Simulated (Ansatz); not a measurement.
# BCl3H3N: the cost of one run

All numbers below are computed with Ansatz 0.2.0 (RKS PBE/STO-3G).

## (1) The structure to begin with

Bond lengths: N1–H2 1.013 Å, N1–H3 1.014 Å, N1–H4 1.014 Å, Cl5–B6 1.732 Å, B6–Cl7 1.719 Å, B6–Cl8 1.720 Å. Angles: H2–N1–H3 107.6°, H2–N1–H4 107.6°, H3–N1–H4 107.5°, Cl5–B6–Cl7 120.0°, Cl5–B6–Cl8 119.4°, Cl7–B6–Cl8 120.6°.

Structure file:

```xyz
8

N     0.0397    0.2112   -1.9130
H    -0.7227   -0.3458   -2.2800
H     0.4643    0.7010   -2.6922
H     0.7335   -0.4269   -1.5401
Cl   -0.5092    0.3539    3.7433
B    -0.1225   -0.0397    2.1015
Cl    1.3038    0.5923    1.3803
Cl   -1.1866   -1.0460    1.2003
```

## (2) Preparing the start

File input.yaml:

```yaml
crystal:
  periodic: [false, false, false]
  atoms:
    - { symbol: "N", position_ang: [0.0397, 0.2112, -1.913] }
    - { symbol: H, position_ang: [-0.7227, -0.3458, -2.28] }
    - { symbol: H, position_ang: [0.4643, 0.701, -2.6922] }
    - { symbol: H, position_ang: [0.7335, -0.4269, -1.5401] }
    - { symbol: Cl, position_ang: [-0.5092, 0.3539, 3.7433] }
    - { symbol: B, position_ang: [-0.1225, -0.0397, 2.1015] }
    - { symbol: Cl, position_ang: [1.3038, 0.5923, 1.3803] }
    - { symbol: Cl, position_ang: [-1.1866, -1.046, 1.2003] }
basis:
  gaussian: { orbitals: STO-3G }
hamiltonian:
  xc: pbe
relax:
  f_tol: 0.02
  max_steps: 40
scf:
  lower_state_search: "off"
```

The run is started by

```bash
$ ansatz run input.yaml --threads 1 --pin off --max-ram 2048MiB --backend cpu --events-out ev --progress --plain --runs-dir out
```

**Question.** How long does this run take on 1 thread of an x86-64 CPU, shared host, and how much memory does it need?

About 2.5 min, with a peak of 0.12 GiB.
